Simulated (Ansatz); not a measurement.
# Ba2TeS (ordered alloy on rocksalt lattice): independent-particle optics

How does Ba2TeS (ordered alloy on rocksalt lattice) absorb light if electrons and holes don't interact? Plan: HSE06 for the gap; optics with PBE on 4×4×4; optics with r2SCAN on 4×4×4; optics with PBE and scissors to the HSE06 gap on 4×4×4; optics with PBE with spin-orbit coupling on 4×4×2.

Computed with Ansatz 0.2.0 (plane waves, PAW; no local fields, no excitons, unless a step's input says otherwise).

2 further runs of the same task are left out: 2 that didn't finish.

**1. The system as given**

Symmetry: P4/mmm, No. 123, tetragonal system. The conventional cell has a = 4.793 Å, b = 4.793 Å, c = 6.784 Å, α = 90.00°, β = 90.00°, γ = 90.00°. S (site symmetry 4/mmm) has 6 Ba at 3.39 Å as nearest neighbours. Ba (site symmetry 4/mmm) has 4 Te at 3.39 Å and 2 S at 3.39 Å as nearest neighbours. Te (site symmetry 4/mmm) has 6 Ba at 3.39 Å as nearest neighbours. Around Ba (site symmetry 4/mmm) lie 4 S at 3.39 Å and 2 Te at 3.39 Å.

Coordinates:

```
CELL_PARAMETERS angstrom
4.79268 0.00000 0.00000
0.00000 4.79268 0.00000
0.00000 0.00000 6.78397
ATOMIC_POSITIONS crystal
S 0.00000 0.00000 0.00000
Ba 0.00000 0.00000 0.50000
Te 0.50000 0.50000 0.50000
Ba 0.50000 0.50000 0.00000
```

The cell was relaxed beforehand with r2SCAN; those runs aren't shown. Spin-orbit coupling, which matters for Ba, Te, is in the runs so named alone.

**2. HSE06 levels at special points**

input.yaml

```yaml
crystal:
  lattice:
    - [4.7926763298, 0.0, 0.0]
    - [0.0, 4.7926763298, 0.0]
    - [0.0, 0.0, 6.7839702371]
  atoms:
    - { symbol: S, position: [0.0, 0.0, 0.0] }
    - { symbol: Ba, position: [0.0, 0.0, 0.5] }
    - { symbol: Te, position: [0.5, 0.5, 0.5] }
    - { symbol: Ba, position: [0.5, 0.5, 0.0] }
kpoints:
  mp_grid: { grid: [4, 4, 2] }
  band_path:
    path:
      - [0.0, 0.0, 0.0]
      - [0.0, 0.5, 0.0]
      - [0.5, 0.5, 0.0]
      - [0.0, 0.0, 0.5]
      - [0.0, 0.5, 0.5]
      - [0.5, 0.5, 0.5]
    npoints: 1
hamiltonian:
  xc: hse06
scf:
  occupations: { method: fixed }
  n_extra_bands: 5
output:
  forces: true
  stress: true
  eigenvalues: true
```

Command:

```
$ ansatz run input.yaml --threads 4 --pin off --max-ram 3686MiB --backend cpu --events-out ev --progress --plain --runs-dir out
```

Further steps of the session: Optics, PBE; Optics, r2SCAN; Optics, PBE with a scissors shift; Optics, PBE with spin-orbit coupling.

**Question.** What will the summary of the whole plan be? Wanted: ε∞, PBE; ε∞, r2SCAN; ε∞, PBE with spin-orbit coupling; tallest peak of ε₂, PBE; tallest peak of ε₂, r2SCAN; tallest peak of ε₂, PBE with spin-orbit coupling; HSE06 direct gap.

The runs gave:

```
                                        quantity                                value
                                         ε∞, PBE             5.91 (xx, yy), 5.83 (zz)
                                      ε∞, r2SCAN             5.19 (xx, yy), 5.14 (zz)
                      ε∞, PBE + 0.74 eV scissors             5.27 (xx, yy), 5.21 (zz)
                ε∞, PBE with spin-orbit coupling             5.64 (xx, yy), 5.56 (zz)
                         tallest peak of ε₂, PBE                       9.0 at 5.20 eV
                      tallest peak of ε₂, r2SCAN                       8.1 at 5.80 eV
      tallest peak of ε₂, PBE + 0.74 eV scissors                       9.0 at 5.95 eV
tallest peak of ε₂, PBE with spin-orbit coupling  8.5 at 5.20 eV (complete to 7.8 eV)
                                HSE06 direct gap                              2.53 eV
```

In words: From PBE with spin-orbit coupling to PBE + 0.74 eV scissors the direct gap grows from 1.54 to 2.53 eV, and ε∞ goes from 5.61 to 5.25 (mean of the axes). Spin-orbit coupling moves the direct gap by -0.25 eV; ε∞ doesn't compare between these two runs, as the bands summed differ. The meshes differ between the runs, and peak heights and places move with the mesh, so part of any difference isn't the level's. The response is anisotropic: with PBE ε∞ is 5.91 (xx, yy), 5.83 (zz). Local fields and excitons are left out: both change ε∞, and without excitons the onset lacks its lines.
